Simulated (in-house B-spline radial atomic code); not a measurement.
# W⁷¹⁺: a scan of exact exchange under G0W0, part 2 of 2

How do the highest level of W⁷¹⁺ and its G0W0 correction move as exact exchange is mixed into PBE?

An in-house B-spline radial atomic code; all electrons, scalar-relativistic (spin-free one-electron X2C), finite nucleus. Records are in hartree. The steps go on from the part before.

## (8) The run with 60 % exact exchange

The run's settings:

```ini
Z = 74
electrons = 3.0
configuration = [He] 2s1
hamiltonian = x2c
method = pbeh
lmax = 9
exact_exchange_fraction = 0.6
rms_radius = 5.3658
spin_polarised = True
box_radius = 1.62
intervals = 59
```

Results of the run:

```text
status: converged
energies [hartree]:
  mean_field: -6614.168204
  exx_total: -6613.883874
  exchange: -63.66647205
  rpa: -0.25194058
  rpa_summed: -0.25161805
  direct_second_order: -0.25650734
  second_order_exchange: 0.17134947
  sosex: 0.16725537
rpa_by_multipole [hartree]: [-0.0638455, -0.162302, -0.0163083, -0.00489894, -0.00203474, -0.00101638, -0.000560697, -0.000331436, -0.000200472, -0.000119388]
polarisability [bohr^3: independent particles, RPA]: [5.9071e-05, 5.42697e-05]
gap [hartree]: 52.35396
levels [hartree]:
  - {"name": "2s up", "occ": 1, "e": -722.6341, "sx": -14.89644, "vxc": -13.08061, "sc": -0.1660703, "z": 0.9985797, "qp": -724.6161, "tail": -0.0001288762}
  - {"name": "1s down", "occ": 1, "e": -2891.173, "sx": -54.9611, "vxc": -47.01825, "sc": 0.1283386, "z": 0.9997195, "qp": -2898.988, "tail": -0.0002731528}
  - {"name": "2s down", "occ": 0, "e": -713.654, "sx": -2.470866, "vxc": -4.080292, "sc": -0.2112808, "z": 0.9983058, "qp": -712.256, "tail": -0.0001286935}
ion_energies [hartree]:
  mean_field: -5889.59743
  exx_total: -5889.435648
  exchange: -55.00390599
  rpa: -0.15120135
  rpa_summed: -0.15095528
  direct_second_order: -0.15187329
  second_order_exchange: 0.075936316
  sosex: 0.07560174
```

It took 1.7 s on 1 thread, shared host.

The 2s↑ level moves from -19663.88 to -19717.81 eV (weight 1.00).

## (9) The run with 70 % exact exchange

The settings differ from step 8 so:

```diff
@@ -6,3 +6,3 @@
 lmax = 9
-exact_exchange_fraction = 0.6
+exact_exchange_fraction = 0.7
 rms_radius = 5.3658
```

Results of the run:

```text
status: converged
energies [hartree]:
  mean_field: -6614.109601
  exx_total: -6613.884377
  exchange: -63.66722283
  rpa: -0.25034903
  rpa_summed: -0.2500265
  direct_second_order: -0.25477685
  second_order_exchange: 0.16969128
  sosex: 0.16573358
rpa_by_multipole [hartree]: [-0.0637729, -0.160795, -0.0162984, -0.00489743, -0.00203436, -0.00101626, -0.000560655, -0.000331421, -0.000200467, -0.000119386]
polarisability [bohr^3: independent particles, RPA]: [5.80005e-05, 5.33722e-05]
gap [hartree]: 53.39884
levels [hartree]:
  - {"name": "2s up", "occ": 1, "e": -723.0926, "sx": -14.89352, "vxc": -13.53632, "sc": -0.1640346, "z": 0.9986186, "qp": -724.614, "tail": -0.0001288238}
  - {"name": "1s down", "occ": 1, "e": -2893.167, "sx": -54.96191, "vxc": -49.01268, "sc": 0.1274707, "z": 0.9997223, "qp": -2898.989, "tail": -0.0002728852}
  - {"name": "2s down", "occ": 0, "e": -713.2615, "sx": -2.466487, "vxc": -3.681924, "sc": -0.208789, "z": 0.9983545, "qp": -712.255, "tail": -0.0001286111}
ion_energies [hartree]:
  mean_field: -5889.566958
  exx_total: -5889.436066
  exchange: -55.00471726
  rpa: -0.15107794
  rpa_summed: -0.15083185
  direct_second_order: -0.15174853
  second_order_exchange: 0.075873935
  sosex: 0.075540035
```

Run time: 1.7 s. Hardware: 1 thread, shared host.

The 2s↑ level moves from -19676.35 to -19717.75 eV (weight 1.00).

## (10) The run with 80 % exact exchange

The settings differ from step 9 so:

```diff
@@ -6,3 +6,3 @@
 lmax = 9
-exact_exchange_fraction = 0.7
+exact_exchange_fraction = 0.8
 rms_radius = 5.3658
```

Results of the run:

```text
status: converged
energies [hartree]:
  mean_field: -6614.051142
  exx_total: -6613.884734
  exchange: -63.66797353
  rpa: -0.24881115
  rpa_summed: -0.24848863
  direct_second_order: -0.25310758
  second_order_exchange: 0.16809416
  sosex: 0.16426541
rpa_by_multipole [hartree]: [-0.0637004, -0.159342, -0.0162886, -0.00489592, -0.00203399, -0.00101614, -0.000560613, -0.000331406, -0.000200462, -0.000119384]
polarisability [bohr^3: independent particles, RPA]: [5.6971e-05, 5.25063e-05]
gap [hartree]: 54.44339
levels [hartree]:
  - {"name": "2s up", "occ": 1, "e": -723.5511, "sx": -14.8906, "vxc": -13.99197, "sc": -0.1620544, "z": 0.9986558, "qp": -724.6119, "tail": -0.0001287738}
  - {"name": "1s down", "occ": 1, "e": -2895.161, "sx": -54.96272, "vxc": -51.00731, "sc": 0.1266103, "z": 0.9997251, "qp": -2898.99, "tail": -0.000272628}
  - {"name": "1s up", "occ": 1, "e": -2897.382, "sx": -57.48262, "vxc": -53.25023, "sc": 0.9453589, "z": 0.9070018, "qp": -2900.669, "tail": 0.0003598881}
  - {"name": "2s down", "occ": 0, "e": -712.8695, "sx": -2.462113, "vxc": -3.284456, "sc": -0.206366, "z": 0.998401, "qp": -712.2537, "tail": -0.0001285309}
ion_energies [hartree]:
  mean_field: -5889.536607
  exx_total: -5889.436363
  exchange: -55.00552856
  rpa: -0.15095476
  rpa_summed: -0.15070866
  direct_second_order: -0.151624
  second_order_exchange: 0.075811671
  sosex: 0.075478445
```

Wall time 1.7 s (1 thread, shared host).

G0W0 moves 2s↑ down by 28.9 eV, to -19717.70 eV.

## (11) The run with 90 % exact exchange

The settings differ from step 10 so:

```diff
@@ -6,3 +6,3 @@
 lmax = 9
-exact_exchange_fraction = 0.8
+exact_exchange_fraction = 0.9
 rms_radius = 5.3658
```

Results of the run:

```text
status: converged
energies [hartree]:
  mean_field: -6613.992829
  exx_total: -6613.884946
  exchange: -63.66872415
  rpa: -0.24732402
  rpa_summed: -0.24700151
  direct_second_order: -0.25149606
  second_order_exchange: 0.16655467
  sosex: 0.16284792
rpa_by_multipole [hartree]: [-0.063628, -0.157939, -0.0162788, -0.00489442, -0.00203361, -0.00101602, -0.000560571, -0.000331391, -0.000200457, -0.000119382]
polarisability [bohr^3: independent particles, RPA]: [5.59803e-05, 5.16704e-05]
gap [hartree]: 55.48762
levels [hartree]:
  - {"name": "2s up", "occ": 1, "e": -724.0096, "sx": -14.88768, "vxc": -14.44755, "sc": -0.1601277, "z": 0.9986915, "qp": -724.61, "tail": -0.0001287258}
  - {"name": "1s down", "occ": 1, "e": -2897.155, "sx": -54.96354, "vxc": -53.00212, "sc": 0.1257573, "z": 0.9997278, "qp": -2898.991, "tail": -0.0002723809}
  - {"name": "1s up", "occ": 1, "e": -2899.513, "sx": -57.48623, "vxc": -55.38454, "sc": 0.7426648, "z": 0.9465633, "qp": -2900.872, "tail": -0.0002234579}
  - {"name": "2s down", "occ": 0, "e": -712.478, "sx": -2.457746, "vxc": -2.887885, "sc": -0.2040089, "z": 0.9984456, "qp": -712.252, "tail": -0.0001284528}
ion_energies [hartree]:
  mean_field: -5889.506377
  exx_total: -5889.436539
  exchange: -55.00633991
  rpa: -0.15083181
  rpa_summed: -0.1505857
  direct_second_order: -0.15149971
  second_order_exchange: 0.075749523
  sosex: 0.07541697
```

It took 1.7 s on 1 thread, shared host.

G0W0 moves 2s↑ down by 16.3 eV, to -19717.64 eV.

## (12) The run with 100 % exact exchange

The settings differ from step 11 so:

```diff
@@ -6,3 +6,3 @@
 lmax = 9
-exact_exchange_fraction = 0.9
+exact_exchange_fraction = 1.0
 rms_radius = 5.3658
```

Results of the run:

```text
status: converged
energies [hartree]:
  mean_field: -6613.93466
  exx_total: -6613.885014
  exchange: -63.66947469
  rpa: -0.24588494
  rpa_summed: -0.24556243
  direct_second_order: -0.24993908
  second_order_exchange: 0.16506957
  sosex: 0.1614784
rpa_by_multipole [hartree]: [-0.0635558, -0.156584, -0.016269, -0.00489291, -0.00203324, -0.0010159, -0.000560529, -0.000331376, -0.000200452, -0.000119381]
polarisability [bohr^3: independent particles, RPA]: [5.50262e-05, 5.0863e-05]
gap [hartree]: 56.53151
levels [hartree]:
  - {"name": "2s up", "occ": 1, "e": -724.468, "sx": -14.88477, "vxc": -14.90307, "sc": -0.1582523, "z": 0.9987258, "qp": -724.6081, "tail": -0.0001286797}
  - {"name": "1s down", "occ": 1, "e": -2899.15, "sx": -54.96435, "vxc": -54.99712, "sc": 0.1249117, "z": 0.9997305, "qp": -2898.992, "tail": -0.0002721431}
  - {"name": "1s up", "occ": 1, "e": -2901.644, "sx": -57.48983, "vxc": -57.51915, "sc": 0.6199694, "z": 0.9659272, "qp": -2900.995, "tail": -0.0002599981}
  - {"name": "2s down", "occ": 0, "e": -712.087, "sx": -2.453385, "vxc": -2.49221, "sc": -0.201715, "z": 0.9984883, "qp": -712.25, "tail": -0.0001283765}
ion_energies [hartree]:
  mean_field: -5889.476268
  exx_total: -5889.436595
  exchange: -55.00715129
  rpa: -0.15070909
  rpa_summed: -0.15046297
  direct_second_order: -0.15137565
  second_order_exchange: 0.075687493
  sosex: 0.075355609
```

It took 1.7 s on 1 thread, shared host.

G0W0 moves 2s↑ down by 3.81 eV, to -19717.59 eV.

## (13) The members side by side

| share | level | mean field (eV) | G0W0 (eV) | weight | RPA (hartree) | RPA+SOSEX (hartree) | α, direct RPA (bohr³) | time | miss (eV) |
| --- | --- | --- | --- | --- | --- | --- | --- | --- | --- |
| 0.00 | 2s↑ | -19588.99 | -19718.20 | 0.998 | -0.26281 | -0.08510 | 6.043e-05 | 1.6 s | +31.5 |
| 0.10 | 2s↑ | -19601.47 | -19718.13 | 0.998 | -0.26082 | -0.08503 | 5.930e-05 | 1.7 s | +31.4 |
| 0.20 | 2s↑ | -19613.95 | -19718.06 | 0.998 | -0.25891 | -0.08496 | 5.821e-05 | 1.7 s | +31.3 |
| 0.30 | 2s↑ | -19626.44 | -19718.00 | 0.998 | -0.25707 | -0.08489 | 5.717e-05 | 1.7 s | +31.3 |
| 0.40 | 2s↑ | -19638.92 | -19717.93 | 0.998 | -0.25530 | -0.08482 | 5.617e-05 | 1.7 s | +31.2 |
| 0.50 | 2s↑ | -19651.40 | -19717.87 | 0.999 | -0.25359 | -0.08476 | 5.520e-05 | 1.7 s | +31.1 |
| 0.60 | 2s↑ | -19663.88 | -19717.81 | 0.999 | -0.25194 | -0.08469 | 5.427e-05 | 1.7 s | +31.1 |
| 0.70 | 2s↑ | -19676.35 | -19717.75 | 0.999 | -0.25035 | -0.08462 | 5.337e-05 | 1.7 s | +31.0 |
| 0.80 | 2s↑ | -19688.83 | -19717.70 | 0.999 | -0.24881 | -0.08455 | 5.251e-05 | 1.7 s | +31.0 |
| 0.90 | 2s↑ | -19701.30 | -19717.64 | 0.999 | -0.24732 | -0.08448 | 5.167e-05 | 1.7 s | +30.9 |
| 1.00 | 2s↑ | -19713.78 | -19717.59 | 0.999 | -0.24588 | -0.08441 | 5.086e-05 | 1.7 s | +30.9 |

The miss is the G0W0 removal energy (the level with its sign changed) less the tabulated theoretical ionisation energy, 19687 eV. Times are single runs on a shared host.

Energy to remove one electron as a difference of total energies (eV), each species on its own start:

```
share  mean field  HF functional      RPA  RPA+SOSEX  second order
 0.00     19721.2        19713.2  19716.2    19713.5       19713.5
 0.10     19720.4        19713.2  19716.2    19713.5       19713.5
 0.20     19719.6        19713.2  19716.1    19713.5       19713.5
 0.30     19718.9        19713.2  19716.1    19713.5       19713.5
 0.40     19718.1        19713.2  19716.1    19713.5       19713.5
 0.50     19717.3        19713.2  19716.0    19713.5       19713.5
 0.60     19716.6        19713.2  19716.0    19713.5       19713.5
 0.70     19715.8        19713.2  19715.9    19713.5       19713.5
 0.80     19715.0        19713.2  19715.9    19713.5       19713.5
 0.90     19714.3        19713.2  19715.9    19713.5       19713.5
 1.00     19713.5        19713.2  19715.8    19713.5       19713.5
```

## (14) What came out

What follows sums up all 2 parts.

| quantity | value |
| --- | --- |
| highest level, mean field (range over the runs) | -19713.78 to -19588.99 eV |
| highest level, G0W0 (range over the runs) | -19718.20 to -19717.59 eV |
| RPA correlation energy | -0.2628 to -0.2459 hartree |
| RPA+SOSEX | -0.0851 to -0.0844 hartree |
| tabulated theoretical ionisation energy (2s shell) | 19687 eV (NIST Atomic Spectra Database, ionization energies) |
| G0W0 removal energy less that value | +30.9 to +31.5 eV |

**Reading.** The starts spread the highest level over 125 eV; after G0W0 0.61 eV remain, 0.49 % of that. Without exact exchange the level is bound too weakly, and G0W0 lowers it by 129 eV. Between 0 and 100 % exact exchange the correction keeps its sign; it is smallest at 100 % (-3.8 eV). RPA gives the most correlation at 0 % exact exchange and the least at 100 % exact exchange (6.4 % apart); over the runs it loosely follows the gap of the start, as smaller excitation energies give more correlation. The tabulated theoretical ionisation energy is 19687 eV. G0W0 is off by about +31.1 eV (+0.16 %) in every run shown, whatever the start. QED terms are left out, and with more than one electron Breit and picture-change terms too; in so highly charged an ion they add to the miss. As differences of total energies the mean miss over the starts is 31 eV for mean field, 29 eV for RPA, 27 eV for RPA+SOSEX.
